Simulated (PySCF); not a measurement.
**RbP (triplet) at other levels of theory**

Aim: see what other levels and later steps give for RbP (triplet).

Computed with PySCF 2.14.0. Level: method and basis as typed in the scripts.

3 further runs of the same task are left out: 1 for a known fault of the program, 2 that didn't finish.

### 1 Where the work starts

RbP (triplet): 2 atoms, charge 0, spin multiplicity 3.

Bond lengths: Rb1–P2 2.812 Å.

### 2 Base script

The input, input.py:

```python
from pyscf import gto, scf

mol = gto.M(
    atom='Rb 0 0 0; P 0 0 2.812',
    basis='jorge-dzp',
    charge=0,
    spin=2,
    verbose=4,
)
mf = scf.UHF(mol)
mf.kernel()
mf.stability(internal=True, external=True)
mf.dip_moment()
print('orbital energies (hartree):', [e[max(0, n-3):n+3].round(4) for e, n in zip(mf.mo_energy, mol.nelec)])
```

On the command line:

```bash
> OMP_NUM_THREADS=1 python input.py
```

The log of this run is left out.

In short: E(SCF) = -3278.750884 Eh, 11 cycles, ⟨S²⟩ = 2.012, μ = 10.67 D, internal unstable; real -> complex stable; UHF/UKS -> GHF/GKS stable.

No relativity is included for the heavy element. The bond length is a typed value, not an optimised one. A lower solution of the same kind exists, so this energy is an upper bound. The triplet is typed in the script; nothing here shows that it is the ground state.

### 3 TDHF

Variant 1 changes step after the SCF: stability → tddft; number of roots: none → 5.

The input, input.py:

```python
from pyscf import gto, scf, tdscf

mol = gto.M(
    atom='Rb 0 0 0; P 0 0 2.812',
    basis='jorge-dzp',
    charge=0,
    spin=2,
    verbose=4,
)
mf = scf.UHF(mol)
mf.kernel()
td = tdscf.TDHF(mf)
td.nstates = 5
td.kernel()
td.analyze()
mf.dip_moment()
print('orbital energies (hartree):', [e[max(0, n-3):n+3].round(4) for e, n in zip(mf.mo_energy, mol.nelec)])
```

On the command line:

```bash
> OMP_NUM_THREADS=1 python input.py
```

### 4 MP2

Variant 2 changes step after the SCF: stability → mp2; frozen orbitals: none → 14.

Changes to input.py since step 2:

```diff
@@ -1,2 +1,2 @@
-from pyscf import gto, scf
+from pyscf import gto, scf, mp
 
@@ -11,3 +11,3 @@
 mf.kernel()
-mf.stability(internal=True, external=True)
+mp.MP2(mf, frozen=14).kernel()
 mf.dip_moment()
```

### 5 SCF alone

Variant 3 changes step after the SCF: stability → none.

Changes to input.py since step 2:

```diff
@@ -11,3 +11,2 @@
 mf.kernel()
-mf.stability(internal=True, external=True)
 mf.dip_moment()
```

Before running it: what results should come out? Wanted: for each run, E(SCF); from base; gap, α spin; SCF dipole; after the SCF.

As calculated:

```csv
run,E(SCF) (hartree),from base (eV),cycles,"gap, α spin (eV)",SCF dipole (D),after the SCF
base,-3278.750884,0,11,5.73,10.67,unstable: internal
TDHF,-3278.750884,0.0000,11,5.73,10.67,lowest root found 1.73 eV
MP2,-3278.750884,0.0000,11,5.73,10.67,"MP2 correlation -4.462 eV, core frozen"
SCF alone,-3278.750884,0.0000,11,5.73,10.67,n/a
```

The dearest run is “TDHF”, at 15 s against 3.4 s.
